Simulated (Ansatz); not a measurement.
Runs of Ansatz 0.2.0 on HfMoC2. The structure is tetragonal, space group P4/mmm (No. 123). The conventional cell has a = 3.191 Å, b = 3.191 Å, c = 4.485 Å, α = 90.00°, β = 90.00°, γ = 90.00°. Hf (site symmetry 4/mmm) has 6 C at 2.24 to 2.26 Å as nearest neighbours. Mo (site symmetry 4/mmm) is surrounded by 6 C at 2.24 to 2.26 Å. C (site symmetry 4/mmm) has 2 Mo at 2.24 Å and 4 Hf at 2.26 Å as nearest neighbours. C (site symmetry 4/mmm) is surrounded by 2 Hf at 2.24 Å and 4 Mo at 2.26 Å. The cell comes from a database or a generator and needn't be the stable form of this composition.

| task | level | cutoff (eV) | points for each segment of the path | gap on the mesh (eV) | pressure (GPa) |
| --- | --- | --- | --- | --- | --- |
| band structure | PBE | 420 | 14 | none | (a) |
| single point | PBE0 | 420 | - | none | -7.0 |
| single point | r2SCAN0 | 500 | - | none | (c) |
| band structure | LDA | 420 | 14 | none | -14.0 |
| band structure | r2SCAN | 500 | 14 | none | -2.8 |
| band structure | revPBE | 420 | 14 | none | (b) |
| band structure | HSE06 | 420 | 4 | none | -6.8 |
| band structure | BLYP | 420 | 14 | none | 9.1 |

Alike in all rows: potentials or basis Ansatz PAW; no spin polarisation; cell as given; k mesh 5 × 5 × 4; smearing fermi-dirac 0.05 eV; the mesh is coarse, so values aren't converged.

Q: Fill in the values left out.

A: (a) -0.9; (b) 2.1; (c) -7.7.

Caveats: all runs use coarse meshes; the PAW data sets come from PBE, with cores solved anew for the run's functional, which leaves a small shift of forces and pressure (some runs); spin-orbit coupling is left out, which moves the levels of the heavy elements (some runs); the thresholds are loose for stress (some runs).

A k mesh can miss the band edges, and the runs leave out spin-orbit coupling on Hf, Mo.

A gap of «none» marks a metal or a gap under the smearing width.
